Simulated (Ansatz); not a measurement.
**CH8N2Si: basis-set convergence**

The task here is to estimate one member of a computed series from the others.

Method: one geometry, several basis sets; program: Ansatz 0.2.0, Gaussian basis.

Levels to be run: PBE0-D4/def2-SVP; ωB97M-V/def2-SVP; PBE0-D4/def2-QZVPP; ωB97M-V/def2-QZVPP; the functionals' def2-TZVPP values are taken from earlier runs.

## The geometry

The geometry comes from an earlier relaxation with PBE0-D4 in a triple-zeta def2 set; it is a stationary point, not always the lowest conformer.

SMILES `C[SiH](N)N`, 12 atoms, charge 0, spin multiplicity 1.

Atoms are counted from 1 here; the program's logs count them from 0.

Bond lengths: C1–Si2 1.868 Å, C1–H5 1.093 Å, C1–H6 1.093 Å, C1–H7 1.094 Å, Si2–N3 1.714 Å, Si2–N4 1.717 Å, Si2–H8 1.496 Å, N3–H9 1.007 Å, N3–H10 1.006 Å, N4–H11 1.006 Å, N4–H12 1.007 Å. Angles: Si2–C1–H5 111.2°, Si2–C1–H6 110.4°, Si2–C1–H7 111.4°, H5–C1–H6 108.1°, H5–C1–H7 108.1°, H6–C1–H7 107.5°, C1–Si2–N3 117.3°, C1–Si2–N4 105.8°, C1–Si2–H8 108.0°, N3–Si2–N4 106.7°, N3–Si2–H8 103.2°, N4–Si2–H8 116.3°, Si2–N3–H9 121.8°, Si2–N3–H10 120.8°, H9–N3–H10 112.1°, Si2–N4–H11 120.6°, Si2–N4–H12 120.3°, H11–N4–H12 111.5°.

The first run:

Contents of in.yaml:

```yaml
crystal:
  periodic: [false, false, false]
  atoms:
    - {symbol: C, position_ang: [-0.816424, 1.260394, -0.464592]}
    - {symbol: Si, position_ang: [-0.142330, -0.286049, 0.337493]}
    - {symbol: N, position_ang: [1.339390, -0.148586, 1.187760]}
    - {symbol: N, position_ang: [0.123782, -1.399020, -0.942071]}
    - {symbol: H, position_ang: [-0.114417, 1.661929, -1.200250]}
    - {symbol: H, position_ang: [-0.998455, 2.031891, 0.287778]}
    - {symbol: H, position_ang: [-1.765553, 1.064870, -0.972760]}
    - {symbol: H, position_ang: [-1.106736, -0.713448, 1.397793]}
    - {symbol: H, position_ang: [2.189565, 0.134081, 0.728920]}
    - {symbol: H, position_ang: [1.351637, 0.061050, 2.171232]}
    - {symbol: H, position_ang: [-0.478307, -1.407198, -1.748490]}
    - {symbol: H, position_ang: [0.494848, -2.315015, -0.748913]}
basis:
  gaussian: {orbitals: def2-SVP}
hamiltonian: {xc: pbe0, dispersion: d4}
output: {orbitals: {seedname: orbitals}}
```

Run with:

```
$ ansatz run in.yaml --threads 4 --pin off --events-out ev --progress --plain --max-ram 10444MiB
```

Steps of the session up to this table: PBE0-D4 in def2-SVP; ωB97M-V in def2-SVP; PBE0-D4 in def2-QZVPP; ωB97M-V in def2-QZVPP.

One of the session's tables, all rows but one given; the rest of the session is left out.

It belongs to the step «Functionals by basis». 

| functional | basis | HOMO (eV) | LUMO (eV) |
| --- | --- | --- | --- |
| PBE0-D4 | def2-SVP | -6.75 | 1.82 |
| PBE0-D4 | def2-TZVPP | -7.02 | 1.06 |
| PBE0-D4 | def2-QZVPP | -7.07 | 0.57 |
| ωB97M-V | def2-SVP | -9.10 | 3.42 |
| ωB97M-V | def2-TZVPP | ? | ? |
| ωB97M-V | def2-QZVPP | -9.42 | 1.68 |

**Question.** Estimate the row for ωB97M-V, def2-TZVPP.

The run gave: HOMO (eV): -9.37; LUMO (eV): 2.43. In the column «HOMO (eV)» it lies between ωB97M-V, def2-QZVPP (-9.42) and ωB97M-V, def2-SVP (-9.10).
